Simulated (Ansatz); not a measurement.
**C3H8AlCl: a ladder of functionals and wavefunction methods**

An exercise on one series of results from a longer session: the logs are not shown, and one member is left open.

Computed with Ansatz 0.2.0, Gaussian basis. Level: functionals in def2-TZVPP, the program's frozen cores in correlated methods.

Plan: PBE-D4, r2SCAN-D4, PBE0-D4, B3LYP-D4, ωB97X-V, ωB97M-V, B2PLYP; CCSD(T)/def2-TZVPP; MP2/def2-QZVPP; extrapolation to the limit.

## The geometry

The geometry comes from an earlier relaxation with PBE0-D4 in a triple-zeta def2 set; it is a stationary point, not always the lowest conformer.

SMILES `[CH3][Al]([CH3])[CH2]Cl`, 13 atoms, charge 0, spin multiplicity 1.

Atoms are counted from 1 here; the program's logs count them from 0.

Bond lengths: C1–Al2 1.952 Å, C1–H6 1.093 Å, C1–H7 1.094 Å, C1–H8 1.096 Å, Al2–C3 1.952 Å, Al2–C4 1.969 Å, C3–H9 1.096 Å, C3–H10 1.093 Å, C3–H11 1.094 Å, C4–Cl5 1.854 Å, C4–H12 1.088 Å, C4–H13 1.088 Å. Angles: Al2–C1–H6 112.1°, Al2–C1–H7 111.9°, Al2–C1–H8 110.7°, H6–C1–H7 107.9°, H6–C1–H8 107.3°, H7–C1–H8 106.7°, C1–Al2–C3 124.5°, C1–Al2–C4 117.7°, C3–Al2–C4 117.7°, Al2–C3–H9 110.7°, Al2–C3–H10 112.1°, Al2–C3–H11 111.9°, H9–C3–H10 107.3°, H9–C3–H11 106.7°, H10–C3–H11 107.9°, Al2–C4–Cl5 81.6°, Al2–C4–H12 122.3°, Al2–C4–H13 122.3° and more.

Geometry (Å):

```xyz
13
C3H8AlCl
C    -1.70269   -0.74643    0.64581
Al   -0.00734   -0.06361   -0.03923
C     1.71759   -0.94577    0.19757
C    -0.05480    1.57387   -1.13121
Cl    0.20778    2.35989    0.52691
H    -2.48333    0.01874    0.64811
H    -1.60570   -1.12989    1.66552
H    -2.06346   -1.57739    0.02936
H     1.81308   -1.79937   -0.48276
H     2.55464   -0.27307   -0.00659
H     1.84051   -1.33617    1.21179
H     0.78822    1.89064   -1.74106
H    -0.98408    1.99386   -1.50933
```

Set-up of the first run:

in.yaml

```yaml
crystal:
  periodic: [false, false, false]
  atoms:
    - {symbol: C, position_ang: [-1.702690, -0.746433, 0.645807]}
    - {symbol: Al, position_ang: [-0.007345, -0.063606, -0.039226]}
    - {symbol: C, position_ang: [1.717590, -0.945773, 0.197566]}
    - {symbol: C, position_ang: [-0.054797, 1.573868, -1.131207]}
    - {symbol: Cl, position_ang: [0.207780, 2.359892, 0.526913]}
    - {symbol: H, position_ang: [-2.483332, 0.018741, 0.648112]}
    - {symbol: H, position_ang: [-1.605702, -1.129891, 1.665515]}
    - {symbol: H, position_ang: [-2.063461, -1.577390, 0.029365]}
    - {symbol: H, position_ang: [1.813076, -1.799372, -0.482761]}
    - {symbol: H, position_ang: [2.554642, -0.273067, -0.006590]}
    - {symbol: H, position_ang: [1.840505, -1.336169, 1.211787]}
    - {symbol: H, position_ang: [0.788216, 1.890644, -1.741058]}
    - {symbol: H, position_ang: [-0.984081, 1.993857, -1.509325]}
basis:
  gaussian: {orbitals: def2-TZVPP}
hamiltonian: {xc: pbe, dispersion: d4}
output: {forces: true, orbitals: {seedname: orbitals}}
```

Run with:

```
$ ansatz run in.yaml --threads 4 --pin off --events-out ev --progress --plain --max-ram 10444MiB
```

Steps of the session up to this table: PBE-D4 (GGA); r2SCAN-D4 (meta-GGA); PBE0-D4 (hybrid); B3LYP-D4 (hybrid); ωB97X-V (range-separated); ωB97M-V (range-separated); B2PLYP (double hybrid); CCSD(T) in def2-TZVPP; MP2 in def2-QZVPP.

One table of the session follows, with a row left open; its other results are not shown here.

It belongs to the step «Atomisation energies». 

| method | atomisation energy (kJ/mol) |
| --- | --- |
| PBE-D4 | 4698.1 |
| r2SCAN-D4 | ? |
| PBE0-D4 | 4652.2 |
| B3LYP-D4 | 4628.7 |
| ωB97X-V | 4644.2 |
| ωB97M-V | 4655.5 |
| B2PLYP | 4582.4 |
| HF/def2-TZVPP | 3497.2 |
| MP2/def2-TZVPP | 4577.3 |
| CCSD/def2-TZVPP | 4473.8 |
| CCSD(T)/def2-TZVPP | 4532.4 |
| MP2/CBS | 4683.9 |
| CCSD(T)/CBS | 4638.9 |

Q: Estimate the row for r2SCAN-D4 from the others.

As computed: atomisation energy (kJ/mol): 4661.2. In the column «atomisation energy (kJ/mol)» it lies between ωB97M-V (4655.5) and MP2/CBS (4683.9).

Limits of these values: Free atoms (3 C, 1 Al, 1 Cl, 8 H) were run apart at each level; the atomisation energy is their sum less the molecule, without zero-point or spin-orbit terms.
